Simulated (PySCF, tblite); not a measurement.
# C8H11P: geometry, infrared bands and NMR shifts

Aim: predict the infrared bands and NMR shifts of C8H11P (`C#CP=C=C(C)C(C)C`).

The runs use tblite 0.8.0 and PySCF 2.14.0, with density-fitted response routines of our own; the level of theory stands in each step. All values are computed, except where a source is named. Atoms count from 0, in the outputs and in this text.

## 1. Starting geometry

20 atoms, charge 0, multiplicity 1; geometry from: force field or distance geometry start.

Bonds of the start (Å): C0–C1 1.20, C1–P2 1.84, P2–C3 1.84, C3–C4 1.31, C4–C5 1.50, C4–C6 1.53, C6–C7 1.53, C6–C8 1.53, C0–H9 1.05, C5–H10 1.10, C5–H11 1.10, C5–H12 1.10, C6–H13 1.09, C7–H14 1.09, C7–H15 1.10, C7–H16 1.10, C8–H17 1.10, C8–H18 1.09, C8–H19 1.10.

## 2. Geometry optimisation with GFN2-xTB

The job: settings as JSON, then the geometry in Å.

```
{"job": {"kind": "relax", "xc": "GFN2-xTB", "basis": "xTB"}, "charge": 0, "multiplicity": 1}
C      4.208800     0.671300    -1.585000
C      3.628900     0.552500    -0.543700
P      2.773800     0.351700     1.071100
C      0.941000     0.172600     1.086900
C     -0.358200     0.024600     1.115000
C     -1.114800    -0.183300     2.390900
C     -1.197000    -0.034700    -0.163200
C     -0.812800     1.047400    -1.173300
C     -1.111200    -1.429400    -0.797100
H      4.699100     0.785000    -2.511200
H     -0.447300    -0.153500     3.261500
H     -1.615200    -1.158800     2.391000
H     -1.870200     0.600600     2.533000
H     -2.242000     0.140000     0.111800
H      0.186600     0.901100    -1.575400
H     -0.864800     2.041000    -0.713700
H     -1.513300     1.034300    -2.020900
H     -1.778100    -1.494700    -1.669800
H     -0.099100    -1.654600    -1.126200
H     -1.419200    -2.202600    -0.084900
```

Command:

```sh
$ OMP_NUM_THREADS=1 python probes_run.py task.json out
```

This one command runs all jobs of the session in turn.

**Question.** This job is followed by: GFN2-xTB harmonic vibrations, gas phase; GIAO PBE0/pcSseg-1 NMR shielding, non-relativistic, gas phase. What will the session give for the following? strongest single infrared mode (GFN2-xTB); zero-point energy (GFN2-xTB); 13C shifts against TMS (PBE0/pcSseg-1, means over atoms taken as alike); 1H shifts against TMS (PBE0/pcSseg-1, means over atoms taken as alike); 31P shifts against H3PO4 (PBE0/pcSseg-1); surface potential, 1st and 99th percentile.

**Answer**, as computed:

| quantity | value |
| --- | --- |
| strongest single infrared mode (GFN2-xTB) | 3030 cm⁻¹, 87 km/mol |
| zero-point energy (GFN2-xTB) | 100.7 kcal/mol |
| 13C shifts against TMS (PBE0/pcSseg-1, means over atoms taken as alike) | 278.0, 136.4, 101.7, 85.8, 38.1, 25.0, 23.9 ppm |
| 1H shifts against TMS (PBE0/pcSseg-1, means over atoms taken as alike) | 2.59, 2.09, 1.73, 1.25 ppm |
| 31P shifts against H3PO4 (PBE0/pcSseg-1) | 12.5 ppm |
| surface potential, 1st and 99th percentile | -0.92 V and 1.25 V |

What this shows: Relaxing lowered the energy by 2.421 eV in 126 steps; the close pair that moved most is P2–C3, from 1.842 to 1.642 Å. All 54 modes are real, so the xTB geometry is a minimum. GFN2-xTB is a fitted tight-binding method: band positions and strengths are rough. Its intensities can rank the bands wrongly. At PBE0/pcSseg-1: The largest span, 374 ppm, is at P2, where the paramagnetic term is -661 ppm. At PBE0/pcSseg-1, counted by nearest atom on the grid, the HOMO lies on P2 29 %; C3 28 %, the LUMO on C3 35 %; P2 34 %.
